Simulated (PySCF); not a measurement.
# C3H12B3N3: the cost of one run

The runs use PySCF 2.14.0, with density-fitted response routines of our own; the level of theory stands in each step. All values are computed, except where a source is named. Atoms are numbered from 0 throughout.

**1. Starting geometry**

21 atoms, charge 0, multiplicity 1; geometry from: GFN2-xTB.

Bonds of the start (Å): C0–N1 1.45, N1–B2 1.42, B2–N3 1.42, N3–C4 1.45, N3–B5 1.42, B5–N6 1.42, N6–C7 1.45, N6–B8 1.42, B8–N1 1.42, C0–H9 1.09, C0–H10 1.09, C0–H11 1.09, B2–H12 1.18, C4–H13 1.09, C4–H14 1.09, C4–H15 1.09, B5–H16 1.18, C7–H17 1.09, C7–H18 1.09, C7–H19 1.09, B8–H20 1.18.

**2. Geometry optimisation at PBE0-D3(BJ)/def2-SVP**

What the job is given:

```
{"job": {"xc": "PBE0", "basis": "def2-SVP", "d3": "d3bj", "grid": 1, "kind": "geom"}, "charge": 0, "multiplicity": 1}
C     -2.127660    -1.922760     0.018510
N     -1.043710    -0.953880     0.027860
B     -1.359120     0.428380    -0.060480
N     -0.304520     1.372970    -0.089080
C     -0.592250     2.796190    -0.170720
B      1.052130     0.955420    -0.030750
N      1.342460    -0.429490     0.059380
C      2.728640    -0.858280     0.153460
B      0.301540    -1.393030     0.091160
H     -2.936930    -1.600580     0.675430
H     -2.534340    -2.033840    -0.990810
H     -1.770720    -2.896240     0.352070
H     -2.480740     0.779270    -0.108830
H     -0.249530     3.311180     0.730230
H     -0.084650     3.243980    -1.027850
H     -1.663570     2.960570    -0.275270
H      1.920350     1.747930    -0.058210
H      3.106580    -0.717860     1.170240
H      2.817750    -1.913790    -0.100550
H      3.357280    -0.278150    -0.523020
H      0.553080    -2.539670     0.167900
```

**Question.** How long does this first job take on 8 threads of Intel Xeon Platinum 8259CL at 2.50GHz (Skylake/Cascade Lake), shared host?

About 50 s.
